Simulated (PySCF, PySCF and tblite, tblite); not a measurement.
# CH₅ClF₂OSi₂: conformers and averaged spectra, part 1 of 2

Which conformers does CH₅ClF₂OSi₂ (`C[Si@H](Cl)[Si](O)(F)F`) populate, and what do their averaged NMR parameters look like?

Computed with tblite 0.8.0 (tight binding) and PySCF 2.14.0 (DFT, with response routines of our own); each step states its level. Atoms count from 0 throughout.

## (1) The molecule as given

12 atoms, charge 0, multiplicity 1; geometry from: MMFF94s geometry.

Bonds of the start (Å): C0–H7 1.10, C0–H8 1.09, C0–H9 1.09, C0–Si1 1.83, O4–H11 0.97, Si1–Cl2 2.06, Si1–H10 1.50, Si1–Si3 2.32, Si3–F5 1.60, Si3–F6 1.61, Si3–O4 1.65.

## (2) GFN2-xTB relaxation, conformer 1

What the job is given:

```
{"job": {"xc": "GFN2-xTB", "basis": "xTB", "kind": "relax"}, "charge": 0, "multiplicity": 1}
C     -1.769200     0.127600    -0.685500
Si    -0.722900    -0.239300     0.774900
Cl    -1.037400     1.202400     2.209300
Si     1.500200    -0.318300     0.118000
O      2.028200     1.100200    -0.528600
F      1.718400    -1.454700    -0.994200
F      2.480000    -0.641500     1.351600
H     -2.829000     0.179800    -0.400700
H     -1.509100     1.088900    -1.134900
H     -1.678300    -0.640800    -1.451100
H     -1.162800    -1.529800     1.399500
H      2.983100     1.124900    -0.684400
```

On the command line:

```console
OMP_NUM_THREADS=1 python ens_run.py task.json out
```

The driver reads the study from task.json and runs its stages one after another.

The program printed:

```text
step      E/eV     max force
  0    -719.52547    1.917
  1    -719.62083    0.551
  2    -719.64442    0.419
  3    -719.65801    0.296
  4    -719.66502    0.320
  5    -719.67202    0.250
  6    -719.67887    0.312
  7    -719.68515    0.287
  8    -719.68994    0.221
  9    -719.69285    0.157
 10    -719.69426    0.101
 11    -719.69516    0.078
 12    -719.69619    0.096
 13    -719.69751    0.119
 14    -719.69877    0.108
 15    -719.69954    0.079
 16    -719.69993    0.070
 17    -719.70028    0.062
 18    -719.70065    0.049
 19    -719.70095    0.048
 20    -719.70115    0.033
 21    -719.70115    0.033
 22    -719.70125    0.027
 23    -719.70156    0.026
 24    -719.70161    0.023
 25    -719.70177    0.031
 26    -719.70187    0.043
 27    -719.70203    0.047
 28    -719.70216    0.035
 29    -719.70225    0.022
 30    -719.70232    0.022
 31    -719.70239    0.031
 32    -719.70248    0.028
 33    -719.70256    0.021
 34    -719.70263    0.021
 35    -719.70267    0.021
 36    -719.70271    0.022
 37    -719.70275    0.016
 38    -719.70278    0.016
 39    -719.70282    0.018
 40    -719.70287    0.028
 41    -719.70291    0.025
 42    -719.70293    0.013
 43    -719.70294    0.006
 44    -719.70294    0.009
 45    -719.70295    0.009
 46    -719.70296    0.007
 47    -719.70296    0.006
 48    -719.70297    0.007
 49    -719.70297    0.007
 50    -719.70298    0.011
 51    -719.70299    0.010
 52    -719.70299    0.006
 53    -719.70300    0.005
 54    -719.70300    0.007
 55    -719.70300    0.010
 56    -719.70301    0.009
 57    -719.70301    0.006
 58    -719.70302    0.004
 59    -719.70302    0.006
 60    -719.70302    0.009
 61    -719.70303    0.011
 62    -719.70303    0.009
 63    -719.70303    0.004
```

Run time: 0.72 s. Hardware: 1 thread of Arm Neoverse N1, shared host.

Gain 0.178 eV; displacement 0.09 Å root mean square.

GFN2-xTB relaxation, conformer 2:

What the job is given:

```
{"job": {"xc": "GFN2-xTB", "basis": "xTB", "kind": "relax"}, "charge": 0, "multiplicity": 1}
C     -1.969000     0.387900    -0.271100
Si    -0.519600    -0.696600    -0.578600
Cl    -0.848600    -2.513200     0.352000
Si     1.391400     0.342200     0.232000
O      2.767500    -0.571600     0.046500
F      1.266500     0.637000     1.807800
F      1.647500     1.732000    -0.514400
H     -2.112000     0.596500     0.800800
H     -1.860100     1.350200    -0.777900
H     -2.900500    -0.073700    -0.639200
H     -0.408900    -0.999300    -2.028300
H      3.547000    -0.192100     0.468200
```

The program printed:

```text
step      E/eV     max force
  0    -719.49316    1.954
  1    -719.61915    0.622
  2    -719.64473    0.462
  3    -719.65929    0.320
  4    -719.66755    0.279
  5    -719.67297    0.226
  6    -719.67942    0.251
  7    -719.68420    0.245
  8    -719.68757    0.172
  9    -719.68931    0.119
 10    -719.69017    0.089
 11    -719.69074    0.072
 12    -719.69150    0.075
 13    -719.69271    0.119
 14    -719.69434    0.137
 15    -719.69577    0.109
 16    -719.69661    0.074
 17    -719.69714    0.064
 18    -719.69780    0.071
 19    -719.69855    0.080
 20    -719.69917    0.072
 21    -719.69966    0.057
 22    -719.70015    0.074
 23    -719.70069    0.067
 24    -719.70113    0.047
 25    -719.70135    0.029
 26    -719.70135    0.029
 27    -719.70141    0.023
 28    -719.70162    0.037
 29    -719.70170    0.040
 30    -719.70185    0.036
 31    -719.70195    0.033
 32    -719.70206    0.033
 33    -719.70217    0.037
 34    -719.70231    0.041
 35    -719.70244    0.039
 36    -719.70255    0.041
 37    -719.70265    0.038
 38    -719.70280    0.053
 39    -719.70297    0.061
 40    -719.70312    0.048
 41    -719.70321    0.025
 42    -719.70328    0.025
 43    -719.70336    0.028
 44    -719.70346    0.027
 45    -719.70352    0.018
 46    -719.70356    0.019
 47    -719.70359    0.016
 48    -719.70363    0.022
 49    -719.70367    0.022
 50    -719.70372    0.017
 51    -719.70376    0.019
 52    -719.70379    0.015
 53    -719.70381    0.015
 54    -719.70383    0.015
 55    -719.70385    0.013
 56    -719.70387    0.016
 57    -719.70390    0.020
 58    -719.70392    0.016
 59    -719.70393    0.010
 60    -719.70394    0.008
 61    -719.70395    0.012
 62    -719.70396    0.017
 63    -719.70398    0.015
 64    -719.70399    0.008
 65    -719.70399    0.003
```

It took 0.72 s on 1 thread of Arm Neoverse N1, shared host.

Relaxing gained 0.211 eV and moved the atoms by 0.11 Å on average (rms).

GFN2-xTB relaxation, conformer 3:

What the job is given:

```
{"job": {"xc": "GFN2-xTB", "basis": "xTB", "kind": "relax"}, "charge": 0, "multiplicity": 1}
C     -1.627300    -0.963900    -0.082600
Si    -0.835300     0.696500     0.110800
Cl    -1.644000     1.981800    -1.246300
Si     1.456700     0.473800    -0.163800
O      2.126700    -0.572200     0.964400
F      2.218800     1.862700     0.013000
F      1.818500    -0.129800    -1.601700
H     -1.259900    -1.671700     0.663900
H     -2.715700    -0.890800     0.046400
H     -1.450800    -1.382800    -1.070100
H     -1.174200     1.246100     1.460500
H      3.087500    -0.650400     0.879400
```

The program printed:

```text
step      E/eV     max force
  0    -719.49690    2.002
  1    -719.60881    0.825
  2    -719.63388    0.451
  3    -719.64413    0.339
  4    -719.65438    0.262
  5    -719.65894    0.259
  6    -719.66925    0.283
  7    -719.67582    0.263
  8    -719.68180    0.261
  9    -719.68538    0.208
 10    -719.68756    0.154
 11    -719.68918    0.125
 12    -719.69109    0.124
 13    -719.69348    0.183
 14    -719.69599    0.177
 15    -719.69773    0.120
 16    -719.69879    0.112
 17    -719.69975    0.091
 18    -719.70078    0.102
 19    -719.70163    0.094
 20    -719.70228    0.065
 21    -719.70293    0.078
 22    -719.70376    0.080
 23    -719.70469    0.092
 24    -719.70535    0.064
 25    -719.70569    0.062
 26    -719.70594    0.053
 27    -719.70628    0.071
 28    -719.70669    0.074
 29    -719.70702    0.045
 30    -719.70720    0.036
 31    -719.70720    0.036
 32    -719.70727    0.032
 33    -719.70756    0.023
 34    -719.70760    0.023
 35    -719.70769    0.019
 36    -719.70773    0.023
 37    -719.70782    0.034
 38    -719.70790    0.030
 39    -719.70797    0.021
 40    -719.70800    0.020
 41    -719.70804    0.022
 42    -719.70808    0.026
 43    -719.70811    0.019
 44    -719.70814    0.013
 45    -719.70815    0.013
 46    -719.70818    0.018
 47    -719.70822    0.022
 48    -719.70827    0.019
 49    -719.70830    0.015
 50    -719.70832    0.011
 51    -719.70834    0.016
 52    -719.70836    0.016
 53    -719.70839    0.013
 54    -719.70841    0.011
 55    -719.70842    0.015
 56    -719.70844    0.017
 57    -719.70846    0.015
 58    -719.70847    0.009
 59    -719.70849    0.010
 60    -719.70851    0.015
 61    -719.70853    0.019
 62    -719.70855    0.015
 63    -719.70856    0.009
 64    -719.70857    0.009
 65    -719.70858    0.007
 66    -719.70859    0.006
 67    -719.70859    0.004
 68    -719.70859    0.004
```

It took 0.75 s on 1 thread of Arm Neoverse N1, shared host.

The energy fell by 0.212 eV, and the atoms moved 0.13 Å (root mean square).

## (3) Shieldings, conformer 1: CAM-B3LYP/pcSseg-1 in chloroform

What the job is given:

```
{"job": {"xc": "CAM-B3LYP", "basis": "pcSseg-1", "solvent": "chloroform", "kind": "nmr", "pop": true}, "charge": 0, "multiplicity": 1}
C     -1.794488     0.143410    -0.711388
Si    -0.695988    -0.225158     0.796579
Cl    -1.013466     1.206571     2.186965
Si     1.496033    -0.322743     0.173905
O      1.996849     1.068944    -0.448507
F      1.777913    -1.488165    -0.895801
F      2.540319    -0.781937     1.303515
H     -2.844138     0.191358    -0.433700
H     -1.533466     1.097111    -1.164826
H     -1.690120    -0.621566    -1.475424
H     -1.125302    -1.495128     1.402939
H      2.887053     1.226617    -0.760283
```

The program printed:

```text
coarse grid: 12320 points
cycle   1  E = -1355.0981318747  dE =  7.348e-01  |g| = 1.029e+00  |ddm| = 3.142e+00
cycle   2  E = -1355.0378324475  dE =  6.030e-02  |g| = 1.263e+00  |ddm| = 1.402e+00
cycle   3  E = -1355.2831690620  dE = -2.453e-01  |g| = 5.115e-02  |ddm| = 7.299e-01
cycle   4  E = -1355.2836654577  dE = -4.964e-04  |g| = 2.735e-02  |ddm| = 7.681e-02
cycle   5  E = -1355.2838245893  dE = -1.591e-04  |g| = 4.634e-03  |ddm| = 2.443e-02
cycle   6  E = -1355.2838288199  dE = -4.231e-06  |g| = 2.283e-03  |ddm| = 5.939e-03
final grid: 108088 points
cycle   7  E = -1355.3375628216  dE = -2.209e-05  |g| = 4.076e-03  |ddm| = 1.038e-02
cycle   8  E = -1355.3375628312  dE = -9.573e-09  |g| = 4.192e-03  |ddm| = 5.561e-03
cycle   9  E = -1355.3375663562  dE = -3.525e-06  |g| = 4.161e-04  |ddm| = 2.716e-03
cycle  10  E = -1355.3375663804  dE = -2.423e-08  |g| = 1.654e-04  |ddm| = 3.408e-04
cycle  11  E = -1355.3375663856  dE = -5.213e-09  |g| = 3.208e-05  |ddm| = 1.283e-04
cycle  12  E = -1355.3375663858  dE = -1.796e-10  |g| = 8.991e-06  |ddm| = 2.977e-05
converged SCF energy = -1355.3375663858

GIAO shielding tensors (ppm)
atom      isotropic    diamagn.    paramagn.     s11        s22        s33       span
  0 C      183.840     253.706     -69.866    167.817    186.571    197.132     29.314
  1 Si     358.794     879.366    -520.572    299.451    361.698    415.234    115.783
  2 Cl    1022.096    1149.245    -127.149    987.436   1005.430   1073.422     85.986
  3 Si     389.684     876.735    -487.051    354.770    375.596    438.688     83.918
  4 O      276.483     390.332    -113.849    230.553    268.127    330.768    100.214
  5 F      310.096     472.296    -162.200    252.440    290.283    387.566    135.126
  6 F      311.309     469.758    -158.450    257.998    284.471    391.457    133.459
  7 H       30.850      28.883       1.966     26.305     28.374     37.871     11.566
  8 H       30.967      31.553      -0.585     27.020     29.163     36.720      9.700
  9 H       31.462      31.211       0.251     26.561     28.671     39.156     12.595
 10 H       26.629      28.942      -2.313     23.208     24.862     31.817      8.608
 11 H       27.744      28.349      -0.605     19.731     20.730     42.770     23.039
```

It took 46 s on 1 thread of Arm Neoverse N1, shared host; peak memory 0.89 GiB.

This run: HOMO -10.04 eV, LUMO 0.58 eV; dipole 2.11 D.

(Continued in part 2 of 2.)
